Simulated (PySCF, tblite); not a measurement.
**C2H11PSi2: geometry, infrared bands and NMR shifts**

Wanted: the infrared bands and NMR shifts of C2H11PSi2 (`C[SiH](C)[SiH2]P`), by calculation.

The runs use tblite 0.8.0 and PySCF 2.14.0, with density-fitted response routines of our own; the level of theory stands in each step. All values are computed, except where a source is named. Atoms count from 0, in the outputs and in this text.

## Step 1: The starting structure

16 atoms, charge 0, multiplicity 1; geometry from: force field or distance geometry start.

Bonds of the start (Å): C0–Si1 1.84, Si1–C2 1.87, Si1–Si3 2.23, Si3–P4 2.20, C0–H5 1.11, C0–H6 1.12, C0–H7 1.12, Si1–H8 1.49, C2–H9 1.11, C2–H10 1.11, C2–H11 1.13, Si3–H12 1.44, Si3–H13 1.48, P4–H14 1.45, P4–H15 1.46.

## Step 2: Relaxing the molecule with GFN2-xTB

The job: settings as JSON, then the geometry in Å.

```
{"job": {"kind": "relax", "xc": "GFN2-xTB", "basis": "xTB"}, "charge": 0, "multiplicity": 1}
C     -1.154300     1.650800     0.266900
Si    -0.437500    -0.040200     0.342600
C     -1.752200    -1.275700    -0.141800
Si     1.337300    -0.309200    -0.973700
P      3.126900    -0.334600     0.307900
H     -0.489500     2.452000     0.648800
H     -1.505200     1.942300    -0.760600
H     -2.070400     1.648500     0.919100
H      0.024000    -0.331800     1.734000
H     -2.551900    -1.349200     0.621300
H     -1.278100    -2.266000    -0.270000
H     -2.151500    -0.968900    -1.149000
H      1.396200     0.644200    -2.052900
H      1.206700    -1.653200    -1.583700
H      2.724100    -0.848100     1.607900
H      3.567900     1.047900     0.471800
```

Command:

```console
$ OMP_NUM_THREADS=1 python probes_run.py task.json out
```

One launch serves the whole session: the jobs run in the order shown.

**Question.** This job is followed by: GFN2-xTB harmonic vibrations, gas phase; GIAO PBE0/pcSseg-1 NMR shielding, non-relativistic, gas phase. Predict these results of the whole session: strongest single infrared mode (GFN2-xTB); zero-point energy (GFN2-xTB); 13C shifts against TMS (PBE0/pcSseg-1, means over atoms taken as alike); 1H shifts against TMS (PBE0/pcSseg-1, means over atoms taken as alike); 29Si shifts against TMS (PBE0/pcSseg-1); 31P shifts against H3PO4 (PBE0/pcSseg-1).

As calculated:

| quantity | value |
| --- | --- |
| strongest single infrared mode (GFN2-xTB) | 584 cm⁻¹, 421 km/mol |
| zero-point energy (GFN2-xTB) | 72.5 kcal/mol |
| 13C shifts against TMS (PBE0/pcSseg-1, means over atoms taken as alike) | -3.2 ppm |
| 1H shifts against TMS (PBE0/pcSseg-1, means over atoms taken as alike) | 4.25, 3.78, 0.90, 0.21 ppm |
| 29Si shifts against TMS (PBE0/pcSseg-1) | -36.9, -91.8 ppm |
| 31P shifts against H3PO4 (PBE0/pcSseg-1) | -303.3 ppm |

**Reading.** Over 83 steps the energy fell by 0.888 eV; of the close pairs, Si1–Si3 changed most, 2.226 to 2.339 Å. The lowest mode is slightly imaginary (9i cm⁻¹), a soft motion within the noise of the Hessian, so the minimum is not strictly shown. The strongest single mode, at 584 cm⁻¹, is carried by H8, H13, H12. GFN2-xTB is a fitted tight-binding method: band positions and strengths are rough. Its intensities can rank the bands wrongly. At PBE0/pcSseg-1: The largest span, 149 ppm, is at P4, where the paramagnetic term is -346 ppm.
